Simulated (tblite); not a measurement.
# C5H9BSi: the cost of one run

Computed with tblite 0.8.0 (tight binding) and PySCF 2.14.0 (DFT, with response routines of our own); each step states its level. Atoms count from 0 throughout.

## Step 1: The starting structure

16 atoms, charge 0, multiplicity 1; geometry from: force field or distance geometry start.

Bonds of the start (Å): B4–C5 1.57, B4–H12 1.18, C0–C1 1.20, C0–H7 1.07, C1–C2 1.47, C2–H8 1.11, C2–H9 1.12, C2–Si3 1.85, C5–C6 1.34, C5–H13 1.08, C6–H14 1.09, C6–H15 1.08, Si3–B4 1.93, Si3–H10 1.48, Si3–H11 1.48.

## Step 2: GFN2-xTB relaxation, start minimum

Job settings and geometry (Å):

```
{"job": {"xc": "GFN2-xTB", "basis": "xTB", "kind": "relax"}, "charge": 0, "multiplicity": 1}
C     -2.544600     1.146000     0.437000
C     -2.134900     0.101300     0.018500
C     -1.609600    -1.184500    -0.468300
Si    -0.100800    -1.682700     0.485300
B      1.376300    -0.483000     0.138900
C      1.297400     1.019600     0.572800
C      2.306300     1.869900     0.331700
H     -2.917100     2.077200     0.802100
H     -1.352900    -1.084900    -1.544300
H     -2.405700    -1.959400    -0.350700
H      0.287100    -3.047800     0.078900
H     -0.404000    -1.693000     1.934900
H      2.344100    -0.900200    -0.383600
H      0.420700     1.374900     1.088700
H      2.225000     2.909700     0.656900
H      3.205000     1.546000    -0.165200
```

The run is started by

```
> OMP_NUM_THREADS=1 python ens_run.py task.json out
```

The driver reads the study from task.json and runs its stages one after another.

**Question.** How long does this first job take on 1 thread of Intel Xeon at 2.50GHz, shared host?

About 2.9 s.
